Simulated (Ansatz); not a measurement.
# F2H2NSi: the cost of one run

Program: Ansatz 0.2.0. Level of theory: UKS PBE0-D4/def2-SVP. These are calculated values, not measurements.

**1. The structure to begin with**

Bond lengths: N1–Si2 1.706 Å, Si2–F3 1.574 Å, Si2–F4 1.537 Å, N1–H5 1.078 Å, Si2–H6 1.492 Å. Angles: N1–Si2–F3 107.2°, N1–Si2–F4 110.1°, N1–Si2–H6 109.9°, F3–Si2–F4 107.5°, F3–Si2–H6 110.9°, F4–Si2–H6 111.1°, Si2–N1–H5 106.8°.

Coordinates:

```xyz
6

N     0.0051    0.8467   -1.0427
Si    0.1945   -0.2676    0.2345
F     1.6010   -0.9506    0.0533
F    -0.8718   -1.3704    0.1350
H    -0.9980    1.2359   -0.9701
H     0.1113    0.4419    1.5438
```

**2. End point A**

The input, input.yaml:

```yaml
crystal:
  periodic: [false, false, false]
  atoms:
    - { symbol: "N", position_ang: [0.0051, 0.8467, -1.0427] }
    - { symbol: Si, position_ang: [0.1945, -0.2676, 0.2345] }
    - { symbol: F, position_ang: [1.601, -0.9506, 0.0533] }
    - { symbol: F, position_ang: [-0.8718, -1.3704, 0.135] }
    - { symbol: H, position_ang: [-0.998, 1.2359, -0.9701] }
    - { symbol: H, position_ang: [0.1113, 0.4419, 1.5438] }
magnetization:
  spin_polarized: true
  initial_magnetization: 1
basis:
  gaussian: { orbitals: def2-SVP }
hamiltonian:
  xc: pbe0
  dispersion: d4
relax:
  f_tol: 0.015
  max_steps: 40
```

Launch:

```
$ ansatz run input.yaml --threads 1 --pin off --max-ram 2048MiB --backend cpu --events-out ev --progress --plain --runs-dir out
```

Q: Estimate wall time and peak memory on 1 thread of an Arm CPU, shared host.

About 76 s, with a peak of 0.17 GiB.
